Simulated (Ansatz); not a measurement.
# C2H5AlO: geometry and vibrations

The task is to find a stationary geometry of C2H5AlO, check the end point by its vibrations and derive ideal-gas thermochemistry, and look at its orbitals and charge.

Computed with Ansatz 0.2.0, Gaussian basis. Level: RKS PBE0-D4/def2-TZVP.

Plan: relaxation at PBE-D4/def2-SVP; relaxation at PBE0-D4/def2-TZVP; harmonic vibrations at the same level; a single point in def2-TZVPP for the fields.

## Step 1: Where the work starts

SMILES `C=[C](O)[AlH2]`, 9 atoms, charge 0, spin multiplicity 1.

Atoms are counted from 1 here; the program's logs count them from 0.

Bond lengths: C1–C2 1.266 Å, C1–H5 1.109 Å, C1–H6 1.137 Å, C2–O3 1.372 Å, C2–Al4 1.940 Å, O3–H7 1.046 Å, Al4–H8 1.575 Å, Al4–H9 1.679 Å. Angles: C2–C1–H5 124.1°, C2–C1–H6 123.0°, H5–C1–H6 112.8°, C1–C2–O3 118.2°, C1–C2–Al4 122.8°, O3–C2–Al4 119.0°, C2–O3–H7 122.2°, C2–Al4–H8 122.2°, C2–Al4–H9 119.0°, H8–Al4–H9 118.7°.

As a file:

```mol
C2H5AlO
  3D, bonds by distance, orders not assigned

  9  8  0  0  0  0  0  0  0  0999 V2000
   -0.2884    1.2696   -0.6676 C   0  0
    0.2575    0.1761   -0.3365 C   0  0
    1.4119   -0.1923   -0.9801 O   0  0
   -0.4469   -0.9699    1.0614 Al  0  0
    0.0949    1.9398   -1.4633 H   0  0
   -1.2583    1.6431   -0.2055 H   0  0
    1.9466   -1.0522   -0.7182 H   0  0
    0.2460   -2.3257    1.4627 H   0  0
   -1.8748   -0.5348    1.8300 H   0  0
  1  2  8  0
  2  3  8  0
  2  4  8  0
  1  5  8  0
  1  6  8  0
  3  7  8  0
  4  8  8  0
  4  9  8  0
M  END
```

The start is a force-field geometry with small random shifts, so a cheaper pass at PBE-D4/def2-SVP comes first.

## Step 2: Geometry optimisation, PBE-D4/def2-SVP (cheap first pass)

Contents of in.yaml:

```yaml
crystal:
  periodic: [false, false, false]
  atoms:
    - {symbol: C, position_ang: [-0.288400, 1.269600, -0.667600]}
    - {symbol: C, position_ang: [0.257500, 0.176100, -0.336500]}
    - {symbol: O, position_ang: [1.411900, -0.192300, -0.980100]}
    - {symbol: Al, position_ang: [-0.446900, -0.969900, 1.061400]}
    - {symbol: H, position_ang: [0.094900, 1.939800, -1.463300]}
    - {symbol: H, position_ang: [-1.258300, 1.643100, -0.205500]}
    - {symbol: H, position_ang: [1.946600, -1.052200, -0.718200]}
    - {symbol: H, position_ang: [0.246000, -2.325700, 1.462700]}
    - {symbol: H, position_ang: [-1.874800, -0.534800, 1.830000]}
basis:
  gaussian: {orbitals: def2-SVP}
hamiltonian: {xc: pbe, dispersion: d4}
relax: {f_tol: 0.03, max_steps: 200}
```

Launch:

```sh
ansatz run in.yaml --threads 2 --pin off --events-out ev --progress --plain --max-ram 4352MiB
```

Output, shortened:

```text
Functional definition: PBE
  name "PBE"
  cite "Perdew, Burke & Ernzerhof, Phys. Rev. Lett. 77, 3865 (1996) doi:10.1103/PhysRevLett.77.3865"
  parent pbe
[...]
942 factors; their error is unknown
[...]
mean field -10783.35209934 eV, -396.2808804322 hartree, gradient 6.0e-5 eV, S^2 0.000000; 0 other end points of the search recorded, 0 dependent functions left out
[...]
reference -10783.35213722 eV, -396.2808818243 hartree; 19, 19 occupied and 66, 66 virtual orbitals, 942 factors
relax step   1: F+E_penalty+E_count = -10783.50564208 eV  Δ(F+E_penalty+E_count) = +0.000e0 eV  max|allowed force component| = 6.070e0 eV/Å  Δτ_max = 0.0000 Å  (26 SCF iters, accepted)
[...]
relax step   4: F+E_penalty+E_count = -10784.11850609 eV  Δ(F+E_penalty+E_count) = -1.193e-2 eV  max|allowed force component| = 2.412e-1 eV/Å  Δτ_max = 0.0839 Å  (29 SCF iters, accepted)
[...]
relax step   5: F+E_penalty+E_count = -10784.12308659 eV  Δ(F+E_penalty+E_count) = -4.581e-3 eV  max|allowed force component| = 2.813e-2 eV/Å  Δτ_max = 0.0251 Å  (31 SCF iters, accepted)
942 factors; their error is unknown
mean field -10783.96995378 eV, -396.3035861639 hartree, gradient 1.9e-5 eV, S^2 0.000000; 1 other end points of the search recorded, 0 dependent functions left out
[...]
reference -10783.96999076 eV, -396.3035875230 hartree; 19, 19 occupied and 66, 66 virtual orbitals, 942 factors
Total energy: -10784.12312357 eV, -396.3092150502 hartree
Atom 0 at    -0.317259     1.286017    -0.673474 Å, force    -0.027237     0.002083     0.016846 eV/Å
Atom 1 at     0.327864     0.132384    -0.345078 Å, force     0.025329    -0.009334    -0.025295 eV/Å
Atom 2 at     1.486008    -0.182712    -1.016114 Å, force    -0.028132     0.005453     0.023248 eV/Å
Atom 3 at    -0.481361    -0.971406     1.067843 Å, force     0.011393     0.010855    -0.005117 eV/Å
Atom 4 at     0.067523     1.963423    -1.456474 Å, force    -0.001018     0.002640    -0.000934 eV/Å
Atom 5 at    -1.247980     1.568394    -0.158545 Å, force     0.016433    -0.002212    -0.006408 eV/Å
Atom 6 at     1.823990    -1.027428    -0.669886 Å, force     0.013279    -0.008965    -0.003346 eV/Å
Atom 7 at     0.261806    -2.337663     1.473583 Å, force    -0.005112     0.000066     0.000361 eV/Å
Atom 8 at    -1.832091    -0.477308     1.761044 Å, force    -0.004934    -0.000586     0.000646 eV/Å
Dipole moment:     0.042745    -0.170840     0.087649 e Å
```

Run time: 7 s. Hardware: 2 threads of Arm Neoverse V2, shared host.

Along the way:

```csv
step,energy from step 1 (eV),largest force component (eV/Å)
1,0.0000,6.0704
2,-0.5391,1.5540
3,-0.6009,0.3253
4,-0.6129,0.2412
5,-0.6174,0.0281
```

Distances of close pairs at the start and the end, largest changes first:

```csv
bond,before (Å),after (Å),change (Å)
C1–C2,1.266,1.362,+0.096
Al4–H9,1.679,1.597,-0.082
O3–H7,1.046,0.973,-0.072
C1–H6,1.137,1.101,-0.037
Al4–H8,1.575,1.607,+0.033
C2–Al4,1.940,1.967,+0.027
C1–H5,1.109,1.105,-0.004
C2–O3,1.372,1.375,+0.003
```

## Step 3: Optimising with PBE0-D4/def2-TZVP

Contents of in.yaml:

```yaml
crystal:
  periodic: [false, false, false]
  atoms:
    - {symbol: C, position_ang: [-0.317259, 1.286017, -0.673474]}
    - {symbol: C, position_ang: [0.327864, 0.132384, -0.345078]}
    - {symbol: O, position_ang: [1.486008, -0.182712, -1.016114]}
    - {symbol: Al, position_ang: [-0.481361, -0.971406, 1.067843]}
    - {symbol: H, position_ang: [0.067523, 1.963423, -1.456474]}
    - {symbol: H, position_ang: [-1.247980, 1.568394, -0.158545]}
    - {symbol: H, position_ang: [1.823990, -1.027428, -0.669886]}
    - {symbol: H, position_ang: [0.261806, -2.337663, 1.473583]}
    - {symbol: H, position_ang: [-1.832091, -0.477308, 1.761044]}
basis:
  gaussian: {orbitals: def2-TZVP}
hamiltonian: {xc: pbe0, dispersion: d4}
relax: {f_tol: 0.005, max_steps: 150}
```

Same command.

Output, shortened:

```text
Functional definition: PBE0
  name "PBE0"
  cite "Adamo & Barone, J. Chem. Phys. 110, 6158 (1999) doi:10.1063/1.478522"
  cite "Perdew, Burke & Ernzerhof, Phys. Rev. Lett. 77, 3865 (1996) doi:10.1103/PhysRevLett.77.3865"
  parent pbe
[...]
1010 factors; their error is unknown
[...]
mean field -10791.97159405 eV, -396.5976410204 hartree, gradient 3.2e-5 eV, S^2 0.000000; 0 other end points of the search recorded, 0 dependent functions left out
[...]
reference -10791.97162745 eV, -396.5976422477 hartree; 19, 19 occupied and 141, 141 virtual orbitals, 1010 factors
relax step   1: F+E_penalty+E_count = -10792.10019214 eV  Δ(F+E_penalty+E_count) = +0.000e0 eV  max|allowed force component| = 8.019e-1 eV/Å  Δτ_max = 0.0000 Å  (27 SCF iters, accepted)
[...]
Total energy: -10792.13791446 eV, -396.6037531825 hartree
Atom 0 at    -0.311457     1.267485    -0.665257 Å, force    -0.001856     0.001048     0.000290 eV/Å
Atom 1 at     0.321022     0.132455    -0.340721 Å, force     0.001304    -0.001807     0.000517 eV/Å
Atom 2 at     1.474846    -0.178260    -1.009503 Å, force     0.001121    -0.002016     0.000376 eV/Å
Atom 3 at    -0.481071    -0.960203     1.061406 Å, force     0.000126     0.000870    -0.000600 eV/Å
Atom 4 at     0.060000     1.940265    -1.434394 Å, force     0.001060    -0.001484     0.000574 eV/Å
Atom 5 at    -1.226355     1.541265    -0.154519 Å, force    -0.001058     0.000701     0.000256 eV/Å
Atom 6 at     1.822439    -1.010455    -0.681936 Å, force    -0.000531     0.002343    -0.001267 eV/Å
Atom 7 at     0.249458    -2.314614     1.466728 Å, force     0.000195    -0.000107    -0.000068 eV/Å
Atom 8 at    -1.820381    -0.464236     1.741095 Å, force    -0.000360     0.000451    -0.000079 eV/Å
Dipole moment:     0.007971    -0.181318     0.123698 e Å
```

Wall time 22 s (2 threads of Arm Neoverse V2, shared host).

Relaxation path:

```csv
step,energy from step 1 (eV),largest force component (eV/Å)
1,0.0000,0.8019
2,-0.0352,0.2162
3,-0.0375,0.0325
4,-0.0376,0.0405
5,-0.0377,0.0123
6,-0.0377,0.0051
7,-0.0377,0.0023
```

Close pairs (by a distance rule), those that changed most:

```csv
bond,before (Å),after (Å),change (Å)
C1–C2,1.362,1.339,-0.023
C1–H6,1.101,1.083,-0.018
C1–H5,1.105,1.087,-0.017
C2–Al4,1.967,1.950,-0.017
Al4–H8,1.607,1.591,-0.016
Al4–H9,1.597,1.582,-0.015
O3–H7,0.973,0.960,-0.014
C2–O3,1.375,1.369,-0.006
```

Mulliken charges at the end point, from the run's report:

```csv
atom,value (e)
C1,-0.33
C2,0.00
O3,-0.38
Al4,0.30
H5,0.12
H6,0.15
H7,0.33
H8,-0.10
H9,-0.09
```

## Step 4: Force constants and modes

Contents of in.yaml:

```yaml
crystal:
  periodic: [false, false, false]
  atoms:
    - {symbol: C, position_ang: [-0.311457, 1.267485, -0.665257]}
    - {symbol: C, position_ang: [0.321022, 0.132455, -0.340721]}
    - {symbol: O, position_ang: [1.474846, -0.178260, -1.009503]}
    - {symbol: Al, position_ang: [-0.481071, -0.960203, 1.061406]}
    - {symbol: H, position_ang: [0.060000, 1.940265, -1.434394]}
    - {symbol: H, position_ang: [-1.226355, 1.541265, -0.154519]}
    - {symbol: H, position_ang: [1.822439, -1.010455, -0.681936]}
    - {symbol: H, position_ang: [0.249458, -2.314614, 1.466728]}
    - {symbol: H, position_ang: [-1.820381, -0.464236, 1.741095]}
basis:
  gaussian: {orbitals: def2-TZVP}
hamiltonian: {xc: pbe0, dispersion: d4}
phonons: {temperatures: {t_min: 298.15, t_max: 900, t_step: 200}}
```

Launched as before.

Output, shortened:

```text
Functional definition: PBE0
  name "PBE0"
  cite "Adamo & Barone, J. Chem. Phys. 110, 6158 (1999) doi:10.1063/1.478522"
  cite "Perdew, Burke & Ernzerhof, Phys. Rev. Lett. 77, 3865 (1996) doi:10.1103/PhysRevLett.77.3865"
  parent pbe
[...]
1010 factors; their error is unknown
[...]
mean field -10792.00855404 eV, -396.5989992748 hartree, gradient 1.1e-5 eV, S^2 0.000000; 0 other end points of the search recorded, 0 dependent functions left out
[...]
reference -10792.00858735 eV, -396.5990004989 hartree; 19, 19 occupied and 141, 141 virtual orbitals, 1010 factors
[...]
1010 factors; their error is unknown
mean field -10792.00838090 eV, -396.5989929120 hartree, gradient 1.8e-6 eV, S^2 0.000000; 0 other end points of the search recorded, 0 dependent functions left out
[...]
reference -10792.00841421 eV, -396.5989941360 hartree; 19, 19 occupied and 141, 141 virtual orbitals, 1010 factors
[...]
Atom 1 at     0.321022     0.132455    -0.340721 Å, force     0.001285    -0.001781     0.000509 eV/Å
Atom 2 at     1.474846    -0.178260    -1.009503 Å, force     0.001156    -0.002048     0.000374 eV/Å
Atom 3 at    -0.481071    -0.960203     1.061406 Å, force     0.000125     0.000866    -0.000596 eV/Å
Atom 4 at     0.060000     1.940265    -1.434394 Å, force     0.001058    -0.001468     0.000562 eV/Å
Atom 5 at    -1.226355     1.541265    -0.154519 Å, force    -0.001055     0.000701     0.000253 eV/Å
Atom 6 at     1.822439    -1.010455    -0.681936 Å, force    -0.000548     0.002366    -0.001270 eV/Å
Atom 7 at     0.249458    -2.314614     1.466728 Å, force     0.000193    -0.000110    -0.000064 eV/Å
Atom 8 at    -1.820381    -0.464236     1.741095 Å, force    -0.000357     0.000450    -0.000081 eV/Å
Dipole moment:     0.007971    -0.181319     0.123699 e Å
Vibrations: 158.68 166.84 293.88 371.22 411.06 521.21 613.43 618.04 763.82 770.77 898.28 984.92 1202.50 1301.52 1419.43 1652.95 1907.09 1946.09 3141.58 3243.26 3872.79 cm⁻¹, zero-point energy 1.627873 eV
```

It took 1.8 min on 2 threads of Arm Neoverse V2, shared host.

Motions are named by where the mode's potential energy lies. Wavenumbers, unscaled:

```csv
mode,cm⁻¹,motion
1,159,torsion
2,167,bend
3,294,torsion
4,371,bend with Al–C stretch
5,411,torsion
6,521,bend
7,613,torsion with out-of-plane bend
8,618,Al–C stretch with bend
9,764,torsion
10,771,bend
11,898,torsion with out-of-plane bend
12,985,bend with C–O stretch
13,1203,bend with C–O stretch
14,1302,bend
15,1419,bend
16,1653,C–C stretch
17,1907,Al–H stretch
18,1946,Al–H stretch
19,3142,C–H stretch
20,3243,C–H stretch
21,3873,O–H stretch
```

Ideal gas, rigid rotor and harmonic oscillator at 298.15 K and 1 bar, with symmetry number 1:

```csv
term,value
zero-point energy,37.5 kcal/mol
H(298) − E,41.9 kcal/mol
"entropy, translation",162.2 J/(mol K)
"entropy, rotation",105.9 J/(mol K)
"entropy, vibration",45.0 J/(mol K)
"entropy, total",313.1 J/(mol K)
```

## Step 5: Fields at the relaxed geometry

in.yaml: that of step 4 with these lines changed.

```diff
@@ -13,4 +13,4 @@
 basis:
-  gaussian: {orbitals: def2-TZVP}
+  gaussian: {orbitals: def2-TZVPP}
 hamiltonian: {xc: pbe0, dispersion: d4}
-phonons: {temperatures: {t_min: 298.15, t_max: 900, t_step: 200}}
+output: {orbitals: {seedname: orbitals}}
```

Same command.

Output:

```text
Functional definition: PBE0
  name "PBE0"
  cite "Adamo & Barone, J. Chem. Phys. 110, 6158 (1999) doi:10.1063/1.478522"
  cite "Perdew, Burke & Ernzerhof, Phys. Rev. Lett. 77, 3865 (1996) doi:10.1103/PhysRevLett.77.3865"
  parent pbe
  parameter a = 0.25
  parameter kappa = 0.804
  parameter beta = 0.06672455060314922
  exchange = (1 - a)*pbe_x(kappa = kappa, mu = beta*pi^2/3) + a*exact_x
  correlation = pbe_c(beta = beta)
1106 factors; their error is unknown
mean field evaluation 1: about -10785.2332 eV, gradient 5.6e1 eV
mean field evaluation 2: about -10771.3682 eV, gradient 8.8e1 eV
mean field evaluation 4: about -10792.0585 eV, gradient 2.0e0 eV
mean field evaluation 8: about -10792.0802 eV, gradient 4.1e-1 eV
mean field evaluation 16: about -10792.0804 eV, gradient 2.8e-5 eV
mean field -10792.08044778 eV, -396.6016413210 hartree, gradient 2.8e-5 eV, S^2 0.000000; 0 other end points of the search recorded, 0 dependent functions left out
reference -10792.08048140 eV, -396.6016425564 hartree; 19, 19 occupied and 186, 186 virtual orbitals, 1106 factors
Total energy: -10792.20980990 eV, -396.6063952912 hartree
```

It took 2.4 s on 2 threads of Arm Neoverse V2, shared host.

The fields below are evaluated on a grid from the run's orbitals.

Frontier orbitals at PBE0-D4/def2-TZVPP, with the share of their density that lies nearest to each atom:

```csv
orbital,energy (eV),lies on
HOMO-1,-8.11,C2 35 %; O3 17 %; Al4 13 %
HOMO,-6.90,C1 36 %; O3 24 %; C2 23 %
LUMO,-1.76,"Al4 46 %; H8, H9 about 14 % each; C1 10 %"
```

ELF in a plane through or near 9 of the atoms.

Values, 10 rows by 14 columns:
```
0.00 0.00 0.00 0.00 0.00 0.00 0.00 0.00 0.00 0.00 0.00 0.00 0.00 0.00
0.00 0.00 0.00 0.00 0.00 0.00 0.00 0.01 0.00 0.00 0.00 0.00 0.00 0.00
0.00 0.00 0.00 0.00 0.15 0.48 0.40 0.83 0.52 0.00 0.01 0.01 0.00 0.00
0.00 0.00 0.00 0.00 0.19 0.85 0.75 0.77 0.10 0.28 0.99 0.98 0.22 0.00
0.00 0.00 0.09 0.59 0.14 0.12 0.61 0.58 0.43 0.86 1.00 1.00 0.90 0.01
0.00 0.00 0.56 1.00 0.98 0.29 0.84 0.89 0.31 0.57 0.92 0.98 0.63 0.00
0.00 0.00 0.04 0.31 0.53 0.98 0.75 0.06 0.45 0.54 0.56 0.08 0.00 0.00
0.00 0.00 0.00 0.00 0.55 0.98 0.75 0.11 1.00 1.00 1.00 0.45 0.00 0.00
0.00 0.00 0.00 0.00 0.00 0.02 0.00 0.03 0.88 0.98 0.71 0.03 0.00 0.00
0.00 0.00 0.00 0.00 0.00 0.00 0.00 0.00 0.00 0.00 0.00 0.00 0.00 0.00
```
The map spans 10.6 Å across and 9.5 Å up, centred on the molecule. Atoms in the plane (x, y in Å): C1 (-1.4, -0.5), C2 (-0.3, 0.3), O3 (-0.6, 1.7), Al4 (1.4, -0.4), H5 (-2.4, -0.2), H6 (-1.2, -1.6), H7 (0.2, 2.2), H8 (2.7, 0.6), H9 (1.6, -2.0).

On the surface of density 0.002 e/bohr³ the electrostatic potential runs, from the 1st to the 99th percentile, from -1.21 V near O3 to 3.33 V near Al4.

## Step 6: Outcome

```
                  quantity            value
               point group               Cs
                     steps            5 + 7
shift from the start (rms)          0.084 Å
              total energy   -10792.1379 eV
           dispersion term         -129 meV
             dipole moment           1.05 D
lowest, highest wavenumber   159, 3873 cm⁻¹
         zero-point energy    37.5 kcal/mol
       entropy at 298.15 K  313.1 J/(mol K)
                HOMO, LUMO  -6.90, -1.76 eV
```

In words: The atoms moved 0.08 Å (rms) from the start; the bond that changed most is Al4–H9, from 1.679 to 1.582 Å. All wavenumbers are real, so the end point is a minimum. The stiffest mode, 3873 cm⁻¹, is an O–H stretch, and 2 modes under 200 cm⁻¹ make the vibrational entropy uncertain. Harmonic hybrid wavenumbers usually lie a few per cent above measured fundamentals. The largest Mulliken charge, -0.38 e, sits on O3. The HOMO lies mostly on C1 36 %; O3 24 % and the LUMO on Al4 46 %; H8, H9 about 14 % each.
